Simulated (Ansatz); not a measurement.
**C₂H₇BO₃: small, medium and large basis sets**

An exercise on one series of results from a longer session: the logs are not shown, and one member is left open.

Program: Ansatz 0.2.0, Gaussian basis. Level of theory: one geometry, several basis sets. These are calculated values, not measurements.

Plan: PBE0-D4/def2-SVP; ωB97M-V/def2-SVP; PBE0-D4/def2-QZVPP; ωB97M-V/def2-QZVPP; the functionals' def2-TZVPP values are taken from earlier runs.

## Structure used throughout

The geometry comes from an earlier relaxation with PBE0-D4 in a triple-zeta def2 set; it is a stationary point, not always the lowest conformer.

SMILES `CCOB(O)O`, 13 atoms, charge 0, spin multiplicity 1.

Atoms are counted from 1 here; the program's logs count them from 0.

Bond lengths: C1–C2 1.507 Å, C1–H7 1.092 Å, C1–H8 1.092 Å, C1–H9 1.093 Å, C2–O3 1.418 Å, C2–H10 1.095 Å, C2–H11 1.096 Å, O3–B4 1.355 Å, B4–O5 1.370 Å, B4–O6 1.376 Å, O5–H12 0.957 Å, O6–H13 0.957 Å. Angles: C2–C1–H7 110.7°, C2–C1–H8 110.7°, C2–C1–H9 110.3°, H7–C1–H8 108.2°, H7–C1–H9 108.5°, H8–C1–H9 108.5°, C1–C2–O3 108.8°, C1–C2–H10 110.7°, C1–C2–H11 110.7°, O3–C2–H10 109.8°, O3–C2–H11 109.7°, H10–C2–H11 107.2°, C2–O3–B4 120.9°, O3–B4–O5 116.0°, O3–B4–O6 119.1°, O5–B4–O6 124.9°, B4–O5–H12 115.3°, B4–O6–H13 115.4°.

As a file:

```xyz
13
charge 0, multiplicity 1
C    -0.9552   -1.0595    1.6666
C    -0.1759   -0.0197    0.9027
O    -0.1617   -0.3772   -0.4691
B     0.4885    0.3862   -1.3799
O     0.4389   -0.0520   -2.6771
O     1.1403    1.5217   -0.9576
H    -1.9815   -1.1194    1.2986
H    -0.4955   -2.0437    1.5562
H    -0.9823   -0.8069    2.7292
H     0.8509    0.0487    1.2781
H    -0.6300    0.9701    1.0219
H     0.9006    0.4962   -3.3110
H     1.5833    2.0209   -1.6438
```

The first run:

File in.yaml:

```yaml
crystal:
  periodic: [false, false, false]
  atoms:
    - {symbol: C, position_ang: [-0.955237, -1.059498, 1.666606]}
    - {symbol: C, position_ang: [-0.175889, -0.019712, 0.902671]}
    - {symbol: O, position_ang: [-0.161735, -0.377236, -0.469124]}
    - {symbol: B, position_ang: [0.488538, 0.386167, -1.379905]}
    - {symbol: O, position_ang: [0.438895, -0.051975, -2.677126]}
    - {symbol: O, position_ang: [1.140277, 1.521721, -0.957626]}
    - {symbol: H, position_ang: [-1.981461, -1.119363, 1.298621]}
    - {symbol: H, position_ang: [-0.495508, -2.043688, 1.556206]}
    - {symbol: H, position_ang: [-0.982342, -0.806934, 2.729210]}
    - {symbol: H, position_ang: [0.850918, 0.048667, 1.278070]}
    - {symbol: H, position_ang: [-0.630041, 0.970071, 1.021909]}
    - {symbol: H, position_ang: [0.900563, 0.496180, -3.311013]}
    - {symbol: H, position_ang: [1.583322, 2.020899, -1.643797]}
basis:
  gaussian: {orbitals: def2-SVP}
hamiltonian: {xc: pbe0, dispersion: d4}
output: {orbitals: {seedname: orbitals}}
```

On the command line:

```sh
ansatz run in.yaml --threads 4 --pin off --events-out ev --progress --plain --max-ram 10444MiB
```

Among the steps run: PBE0-D4 in def2-SVP; ωB97M-V in def2-SVP; PBE0-D4 in def2-QZVPP; ωB97M-V in def2-QZVPP.

One of the session's tables, all rows but one given; the rest of the session is left out.

It belongs to the step «Density functionals: the series». 

| functional | basis | HOMO (eV) | LUMO (eV) |
| --- | --- | --- | --- |
| PBE0-D4 | def2-SVP | -7.93 | 1.01 |
| PBE0-D4 | def2-TZVPP | -8.14 | 0.25 |
| PBE0-D4 | def2-QZVPP | -8.18 | -0.09 |
| ωB97M-V | def2-SVP | -10.33 | 2.65 |
| ωB97M-V | def2-TZVPP | ? | ? |
| ωB97M-V | def2-QZVPP | -10.58 | 1.06 |

Q: Estimate the row for ωB97M-V, def2-TZVPP from the others.

**Answer.** HOMO (eV): -10.54; LUMO (eV): 1.61. In the column «HOMO (eV)» it lies between ωB97M-V, def2-QZVPP (-10.58) and ωB97M-V, def2-SVP (-10.33).
